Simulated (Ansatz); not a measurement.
# Nudged elastic band run: TiSi₁₆

The input (input.yaml):

```yaml
crystal:
  lattice:
    - [0.0, 5.43, 5.43]
    - [5.43, 0.0, 5.43]
    - [5.43, 5.43, 0.0]
  atoms:
    - { symbol: Si, position: [0.01497397, -0.01858475, -0.00092798] }
    - { symbol: Si, position: [0.13763271, 0.12023203, 0.12180951] }
    - { symbol: Si, position: [0.00419014, 0.00026764, 0.49556997] }
    - { symbol: Si, position: [0.13801286, 0.11635366, 0.6181848] }
    - { symbol: Si, position: [0.01471936, 0.50471976, -0.0011589] }
    - { symbol: Si, position: [0.13930546, 0.61837864, 0.12347516] }
    - { symbol: Si, position: [0.0162441, 0.49934107, 0.48538088] }
    - { symbol: Si, position: [0.13798718, 0.62777843, 0.6179622] }
    - { symbol: Si, position: [0.5114088, 0.00024098, -0.01159436] }
    - { symbol: Si, position: [0.63405059, 0.11634484, 0.12219802] }
    - { symbol: Si, position: [0.51170865, -0.00237666, 0.49590491] }
    - { symbol: Si, position: [0.63362964, 0.12442559, 0.61781971] }
    - { symbol: Si, position: [0.5012189, 0.49935281, 0.00034781] }
    - { symbol: Si, position: [0.63380709, 0.62774355, 0.12217032] }
    - { symbol: Si, position: [0.51165923, 0.49504737, 0.49584721] }
    - { symbol: Si, position: [0.63385632, 0.62415336, 0.61799403] }
    - { symbol: Ti, position: [-0.11234871, 0.37020728, 0.87185253] }
basis:
  ecutwfc: 420.0
kpoints:
  mp_grid: { grid: [2, 2, 2] }
hamiltonian:
  xc: pbe
  pseudopotentials: { kind: paw, azcp: { folder: soft_1 } }
scf:
  occupations: { method: gaussian, width: 0.02 }
  lower_state_search: "off"
neb:
  images: 3
  f_tol: 0.03
  initial_path: linear
  max_iterations: 52
  optimiser: lbfgs
  final_atoms:
    - { symbol: Si, position: [-0.00067006, -0.000502, -0.00992549] }
    - { symbol: Si, position: [0.12016046, 0.11905239, 0.12348765] }
    - { symbol: Si, position: [-0.00055024, -0.00038879, 0.4972158] }
    - { symbol: Si, position: [0.12357641, 0.12373813, 0.619496] }
    - { symbol: Si, position: [-0.01808785, 0.50384953, 0.00015362] }
    - { symbol: Si, position: [0.11595857, 0.62703797, 0.12380236] }
    - { symbol: Si, position: [-0.00298769, 0.49431206, 0.49743552] }
    - { symbol: Si, position: [0.11598475, 0.6272144, 0.61922259] }
    - { symbol: Si, position: [0.50402471, -0.01997485, 0.00095276] }
    - { symbol: Si, position: [0.62674574, 0.1154078, 0.12382874] }
    - { symbol: Si, position: [0.49421629, -0.00324526, 0.49759012] }
    - { symbol: Si, position: [0.62692918, 0.11543526, 0.61998803] }
    - { symbol: Si, position: [0.49842428, 0.49860621, 0.00203149] }
    - { symbol: Si, position: [0.61920662, 0.6167873, 0.12499116] }
    - { symbol: Si, position: [0.49851366, 0.49863601, 0.48692261] }
    - { symbol: Si, position: [0.62362296, 0.62322407, 0.61959875] }
    - { symbol: Ti, position: [0.37015768, 0.36904662, 0.87340765] }
  order_check: true
```

Command:

```bash
$ ansatz run input.yaml --threads 1 --pin off --max-ram 3072MiB --backend cpu --events-out ev --progress --plain --runs-dir out
```

Output, in part (warnings, iteration lines):

```
NEB end point (image 0): max|allowed force component| = 3.109e-3 eV/Å (the criterion of neb.relax_end_points is 1.000e-2)
NEB end point (image 4): max|allowed force component| = 5.093e-3 eV/Å (the criterion of neb.relax_end_points is 1.000e-2)
WARN: NEB: the barrier is in doubt: the climbing image shows signs of a second negative curvature. Check it with more images (neb.images), a lower neb.f_tol or relaxed end points
NEB iter   1: max|band force component| = 4.673e1 eV/Å  barrier→ = 19.7809 eV  barrier← = 19.7808 eV  Δτ_max = 0.2000 Å  (52 SCF iters)
NEB iter   2: max|band force component| = 1.852e1 eV/Å  barrier→ = 7.5637 eV  barrier← = 7.5636 eV  Δτ_max = 0.1612 Å  (25 SCF iters)
NEB iter   3: max|band force component| = 8.171e0 eV/Å  barrier→ = 3.7882 eV  barrier← = 3.7881 eV  Δτ_max = 0.1513 Å  (27 SCF iters)
NEB iter   4: max|band force component| = 3.858e0 eV/Å  barrier→ = 2.4160 eV  barrier← = 2.4159 eV  Δτ_max = 0.1978 Å  (28 SCF iters)
NEB iter   5: max|band force component| = 2.467e0 eV/Å  barrier→ = 2.0009 eV  barrier← = 2.0008 eV  Δτ_max = 0.2000 Å  (29 SCF iters)
NEB iter   6: max|band force component| = 1.454e0 eV/Å  barrier→ = 1.9180 eV  barrier← = 1.9180 eV  Δτ_max = 0.2000 Å  (23 SCF iters)
NEB iter   7: max|band force component| = 9.426e-1 eV/Å  barrier→ = 1.8903 eV  barrier← = 1.8903 eV  Δτ_max = 0.1216 Å  (21 SCF iters)
NEB iter   8: max|band force component| = 7.843e-1 eV/Å  barrier→ = 1.8443 eV  barrier← = 1.8443 eV  Δτ_max = 0.0811 Å  (21 SCF iters)
NEB iter   9: max|band force component| = 8.804e-1 eV/Å  barrier→ = 1.7875 eV  barrier← = 1.7874 eV  Δτ_max = 0.0126 Å  (22 SCF iters)
NEB iter  10: max|band force component| = 6.123e-1 eV/Å  barrier→ = 1.7803 eV  barrier← = 1.7803 eV  Δτ_max = 0.0404 Å  (18 SCF iters)
NEB iter  11: max|band force component| = 3.780e-1 eV/Å  barrier→ = 1.7694 eV  barrier← = 1.7694 eV  CI = image 1  Δτ_max = 0.0054 Å  (20 SCF iters)
NEB iter  12: max|band force component| = 2.796e-1 eV/Å  barrier→ = 1.7678 eV  barrier← = 1.7677 eV  CI = image 1  Δτ_max = 0.0279 Å  (18 SCF iters)
NEB iter  13: max|band force component| = 1.649e-1 eV/Å  barrier→ = 1.7606 eV  barrier← = 1.7605 eV  CI = image 1  Δτ_max = 0.0277 Å  (19 SCF iters)
NEB iter  14: max|band force component| = 1.926e-1 eV/Å  barrier→ = 1.7535 eV  barrier← = 1.7534 eV  CI = image 1  Δτ_max = 0.0042 Å  (18 SCF iters)
NEB iter  15: max|band force component| = 1.398e-1 eV/Å  barrier→ = 1.7523 eV  barrier← = 1.7522 eV  CI = image 1  Δτ_max = 0.0131 Å  (18 SCF iters)
NEB iter  16: max|band force component| = 1.478e-1 eV/Å  barrier→ = 1.7494 eV  barrier← = 1.7494 eV  CI = image 1  Δτ_max = 0.0022 Å  (18 SCF iters)
NEB iter  17: max|band force component| = 1.096e-1 eV/Å  barrier→ = 1.7489 eV  barrier← = 1.7489 eV  CI = image 1  Δτ_max = 0.0173 Å  (18 SCF iters)
NEB iter  18: max|band force component| = 1.003e-1 eV/Å  barrier→ = 1.7450 eV  barrier← = 1.7449 eV  CI = image 1  Δτ_max = 0.0176 Å  (18 SCF iters)
NEB iter  19: max|band force component| = 1.459e-1 eV/Å  barrier→ = 1.7406 eV  barrier← = 1.7405 eV  CI = image 1  Δτ_max = 0.0031 Å  (18 SCF iters)
NEB iter  20: max|band force component| = 8.034e-2 eV/Å  barrier→ = 1.7401 eV  barrier← = 1.7400 eV  CI = image 1  Δτ_max = 0.0062 Å  (18 SCF iters)
NEB iter  21: max|band force component| = 4.477e-2 eV/Å  barrier→ = 1.7393 eV  barrier← = 1.7392 eV  CI = image 1  Δτ_max = 0.0035 Å  (18 SCF iters)
NEB iter  22: max|band force component| = 7.131e-2 eV/Å  barrier→ = 1.7386 eV  barrier← = 1.7385 eV  CI = image 1  Δτ_max = 0.0011 Å  (18 SCF iters)
NEB iter  23: max|band force component| = 4.134e-2 eV/Å  barrier→ = 1.7384 eV  barrier← = 1.7383 eV  CI = image 1  Δτ_max = 0.0042 Å  (18 SCF iters)
NEB iter  24: max|band force component| = 4.761e-2 eV/Å  barrier→ = 1.7376 eV  barrier← = 1.7375 eV  CI = image 1  Δτ_max = 0.0010 Å  (18 SCF iters)
NEB iter  25: max|band force component| = 3.596e-2 eV/Å  barrier→ = 1.7375 eV  barrier← = 1.7374 eV  CI = image 1  Δτ_max = 0.0046 Å  (18 SCF iters)
NEB iter  26: max|band force component| = 5.667e-2 eV/Å  barrier→ = 1.7366 eV  barrier← = 1.7366 eV  CI = image 1  Δτ_max = 0.0009 Å  (18 SCF iters)
NEB iter  27: max|band force component| = 3.219e-2 eV/Å  barrier→ = 1.7365 eV  barrier← = 1.7365 eV  CI = image 1  Δτ_max = 0.0034 Å  (18 SCF iters)
NEB iter  28: max|band force component| = 4.135e-2 eV/Å  barrier→ = 1.7359 eV  barrier← = 1.7359 eV  CI = image 1  Δτ_max = 0.0008 Å  (18 SCF iters)
NEB iter  29: max|band force component| = 3.099e-2 eV/Å  barrier→ = 1.7358 eV  barrier← = 1.7358 eV  CI = image 1  Δτ_max = 0.0035 Å  (18 SCF iters)
NEB iter  30: max|band force component| = 4.842e-2 eV/Å  barrier→ = 1.7352 eV  barrier← = 1.7352 eV  CI = image 1  Δτ_max = 0.0007 Å  (18 SCF iters)
NEB iter  31: max|band force component| = 2.680e-2 eV/Å  barrier→ = 1.7351 eV  barrier← = 1.7351 eV  CI = image 1  CI's point: of a kind that is not told: the force calls were inconclusive, a negative curvature could not be distinguished from the path's own, the only one lies far off the path, or fixed occupations may fill a level only in part  Δτ_max = 0.0000 Å  (284 SCF iters)
```

The forces met the threshold. The profile has 2 maxima (images 1, 3) with wells between them (image 2): this band takes more than one step, which may be the mechanism or a detour left from its start path. Neighbouring images differ by up to 1.7 eV, so the band resolves the path poorly. By the program's own check the climbing image is of a kind that is not told: the force calls were inconclusive, a negative curvature could not be distinguished from the path's own, the only one lies far off the path, or fixed occupations may fill a level only in part (lowest curvatures found: -2.60 and -0.10 eV/Å²). Limits of this set-up: coarse k mesh, a small cell, in which the defect meets its images.

Final band (atoms are numbered from 1 in the order of the input):

| image | path coordinate (Å) | energy (eV) | Si1–Ti17 (Å) | Si4–Ti17 (Å) | Si7–Ti17 (Å) |
| --- | --- | --- | --- | --- | --- |
| 0 | 0.00 | 0.00 | 2.44 | 2.76 | 2.42 |
| 1 | 1.27 | 1.74 | 2.42 | 2.42 | 2.42 |
| 2 | 2.52 | 0.00 | 2.77 | 2.41 | 2.77 |
| 3 | 3.77 | 1.73 | 3.51 | 3.34 | 3.50 |
| 4 | 5.02 | 0.00 | 4.47 | 4.68 | 4.50 |

Time of the run: 14 min on 1 thread of Arm Neoverse V2, with other jobs on the host, peak memory 0.82 GiB.
